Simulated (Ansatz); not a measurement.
# CHGe (doublet): wave-function methods side by side, cc-pVDZ

Aim: climb from Hartree-Fock through coupled cluster and multireference methods for CHGe (doublet) at one geometry and basis, and see what each rung misses.

Computed with Ansatz 0.2.0, Gaussian basis. Level: cc-pVDZ, core rule «outside noble gas», up to 15 orbitals frozen.

Plan: UHF; CCSD(T) on ROHF; CCSD(T) on UHF; BCCD(T) on ROHF; CISD; CCSDT(Q) on ROHF; CCSDT(Q) on UHF; CCSDTQ on ROHF; CCSDTQ on UHF; CASSCF and MRCISD+Q, 9 electrons in 9 orbitals; CASSCF and NEVPT2, 9 electrons in 9 orbitals.

12 further runs of the same task are left out: 1 that didn't finish, 11 set aside as unsound or not needed.

## 1. What is computed

The geometry is a PBE0/def2-TZVP stationary point (not a proven minimum). No spin-orbit coupling is included. The filled d shell of Ge may be among the frozen orbitals whatever the setting's name suggests; the logs give the count.

3 atoms, charge 0, spin multiplicity 2.

Atoms are counted from 1 here; the program's logs count them from 0.

Bond lengths: Ge1–C2 1.782 Å, Ge1–H3 1.541 Å. Angles: C2–Ge1–H3 180.0°.

## 2. UHF

Contents of in.yaml:

```yaml
crystal:
  periodic: [false, false, false]
  atoms:
    - {symbol: Ge, position_ang: [0.000000, 0.000000, 0.080265]}
    - {symbol: C, position_ang: [0.000000, 0.000000, -1.701841]}
    - {symbol: H, position_ang: [0.000000, 0.000000, 1.621576]}
basis:
  gaussian: {orbitals: cc-pVDZ}
magnetization: {spin_polarized: true, initial_magnetization: 1}
hamiltonian: {xc: hf}
output: {orbitals: {seedname: orbitals}}
```

The run is started by

```bash
ansatz run in.yaml --threads 1 --pin off --events-out ev --progress --plain --max-ram 8192MiB --backend cpu
```

After this run come: CCSD(T) on ROHF; CCSD(T) on UHF; BCCD(T) on ROHF; CISD; CCSDT(Q) on ROHF; CCSDT(Q) on UHF; CCSDTQ on ROHF; CCSDTQ on UHF; CASSCF and MRCISD+Q, 9 electrons in 9 orbitals; CASSCF and NEVPT2, 9 electrons in 9 orbitals.

**Question.** What will the summary of the whole plan be? Wanted: UCCSDTQ below the RHF energy; RMP2 from UCCSDTQ; UMP2 from UCCSDTQ; RCCSD from UCCSDTQ; RCCSD(T) from UCCSDTQ; UCCSD(T) from UCCSDTQ; RCCSDT(Q) from UCCSDTQ; UCCSDT(Q) from UCCSDTQ; NEVPT2 valence from UCCSDTQ.

The runs gave:

```
                         quantity                                            value
     UCCSDTQ below the RHF energy                                       -6.7914 eV
                RMP2 from UCCSDTQ                                  +24.87 kcal/mol
                UMP2 from UCCSDTQ                                  +25.09 kcal/mol
               RCCSD from UCCSDTQ                                  +10.95 kcal/mol
            RCCSD(T) from UCCSDTQ                                   +1.78 kcal/mol
            UCCSD(T) from UCCSDTQ                                   +1.79 kcal/mol
           RCCSDT(Q) from UCCSDTQ                                   -0.06 kcal/mol
           UCCSDT(Q) from UCCSDTQ                                   -0.16 kcal/mol
      NEVPT2 valence from UCCSDTQ                                  +16.44 kcal/mol
    MRCISD+Q valence from UCCSDTQ                                   -0.27 kcal/mol
levels within 1 kcal/mol (43 meV)  RCCSDT(Q), UCCSDT(Q), RCCSDTQ, MRCISD+Q valence
                    T1 diagnostic                                            0.036
   effectively unpaired electrons                                             1.17
```

RCCSD(T) lands +1.78 kcal/mol from the yardstick (1.1 % of the correlation energy). One determinant dominates. Of the multireference levels listed MRCISD+Q valence comes nearest in total energy (-0.27 kcal/mol), which doesn't show that its space is the better one. Coupled cluster took another determinant than the lowest Hartree-Fock one. These misses are within one basis, not against nature; the frozen cores of restricted and unrestricted runs differ, which can shift their rows.
